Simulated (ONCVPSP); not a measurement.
# Ho: generating and testing an ONCV potential

Aim: build the potential from the settings below, then test how well it stands in for the atom: other configurations, scattering, ghost states and the plane-wave cutoff that it needs.

Program: ONCVPSP 4.0.1. Reference atom: LDA (Perdew-Wang 92), scalar-relativistic, spherical and spin-unpolarised. All values are calculated.

## 1. Starting point

The settings as typed:

* element: holmium (Ho, Z = 67)
* type: optimised norm-conserving Vanderbilt (ONCV)
* frozen core: [Kr] 4d10
* valence charge: 21
* reference configuration: 4f11 5s2 5p6 (charge +2)
* partial waves: 5s: rc 2.10 bohr, ncon 4, nbas 8, qcut 7.4 1/bohr, 2 projectors, debl 1 Ha; 5p: rc 2.05 bohr, ncon 3, nbas 6, qcut 5.2 1/bohr, 3 projectors, debl 0.6 Ha; d scattering state at 0.21 Ha: rc 1.95 bohr, ncon 5, nbas 9, qcut 4.6 1/bohr, 2 projectors, debl 2.6 Ha; 4f: rc 0.85 bohr, ncon 4, nbas 8, qcut 23.5 1/bohr, 1 projector
* local potential: polynomial inside 0.65 bohr (lpopt 5, dvloc0 2 Ha)
* core correction: Teter function, fcfact 4.75, rcfact 1.3

The nodes and maxima of the atom's own shells, from an earlier all-electron run, set the scale for the radii.

All-electron outer shells of the reference configuration (LDA (PZ), scalar-relativistic, ld1.x):

| shell | level (eV) | outermost node (bohr) | outermost maximum (bohr) |
| --- | --- | --- | --- |
| 5p | -40.32 | 0.66 | 1.29 |
| 4f | -17.59 | – | 0.53 |
| 6s | -14.71 | 1.52 | 2.95 |
| 5d | -13.70 | 0.75 | 1.91 |
| 6p | -10.07 | 1.82 | 3.70 |

## 2. Generation

Ho.dat

```
# ATOM AND REFERENCE CONFIGURATION
# atsym  z   nc   nv     iexc    psfile
  Ho 67.00    9    3  -001012      upf
#
#   n    l    f
    1    0    2.00
    2    0    2.00
    2    1    6.00
    3    0    2.00
    3    1    6.00
    3    2   10.00
    4    0    2.00
    4    1    6.00
    4    2   10.00
    4    3   11.00
    5    0    2.00
    5    1    6.00
#
# PSEUDOPOTENTIAL AND OPTIMIZATION
# lmax
    3
#
#   l,   rc,      ep,       ncon, nbas, qcut
    0    2.10    0.00    4    8    7.40
    1    2.05    0.00    3    6    5.20
    2    1.95    0.21    5    9    4.60
    3    0.85    0.00    4    8   23.50
#
# LOCAL POTENTIAL
# lloc, lpopt,  rc(5),   dvloc0
    4    5    0.65    2.00
#
# VANDERBILT-KLEINMAN-BYLANDER PROJECTORs
# l, nproj, debl
    0    2    1.00
    1    3    0.60
    2    2    2.60
    3    1    1.50
#
# MODEL CORE CHARGE
# icmod, fcfact, rcfact
    3    4.75    1.30
#
# LOG DERIVATIVE ANALYSIS
# epsh1, epsh2, depsh
   -4.00    5.00    0.02
#
# OUTPUT GRID
# rlmax, drl
    6.00    0.01
#
# TEST CONFIGURATIONS
# ncnf
    4
# nvcnf
#   n    l    f
    4
    4    3   11.00
    5    0    2.00
    5    1    6.00
    6    0    2.00
#
    4
    4    3   11.00
    5    0    2.00
    5    1    6.00
    6    0    1.00
#
    3
    4    3   10.00
    5    0    2.00
    5    1    6.00
#
    4
    4    3   11.00
    5    0    2.00
    5    1    6.00
    6    1    2.00
#
```

Started as:

```sh
$ oncvpsp.x < Ho.dat > Ho.out
```

Before running it: what results should come out? Wanted: cutoffs for 1 and 0.1 mHa per electron, occupied waves; bound ghosts; GHOST(+) flags; largest test error; largest phase difference near zero energy, channels read; rms error of d²Exc/dn², without and with the model core; projector energies reset by the program.

The runs gave:

| quantity | value |
| --- | --- |
| cutoffs for 1 and 0.1 mHa per electron, occupied waves | 203 Ha and 225 Ha |
| bound ghosts | s at -738.65 eV, p at -142.10 eV |
| GHOST(+) flags | d at 99 eV |
| largest test error (AE − PS) | +33 meV, for 4f10 5s2 5p6 |
| largest phase difference near zero energy, channels read | 0.001 rad |
| rms error of d²Exc/dn², without and with the model core | 8.23 and 3.64 mHa |
| projector energies reset by the program | s: -2.386, 0.050 Ha; p: -1.482, 0.250, 0.850 Ha; d: 0.050, 2.650 Ha |

**Reading.** A bound ghost (s, p) makes it unfit for use: electrons can fall into a state that the atom doesn't have. The worst unpolarised test, 4f10 5s2 5p6, is off by 33 meV on 26.3 eV; by total energies transferability rates as fair. The potential is very hard: the looser tolerance needs 203 Ha. At the looser tolerance the 4f wave is the slowest; 5s needs 15 Ha. Near zero energy the phases of the channels with partial waves agree within 0.001 rad. The program also flags highly localised states, GHOST(+) (d). These are tests on the free atom; a crystal test is still owed.
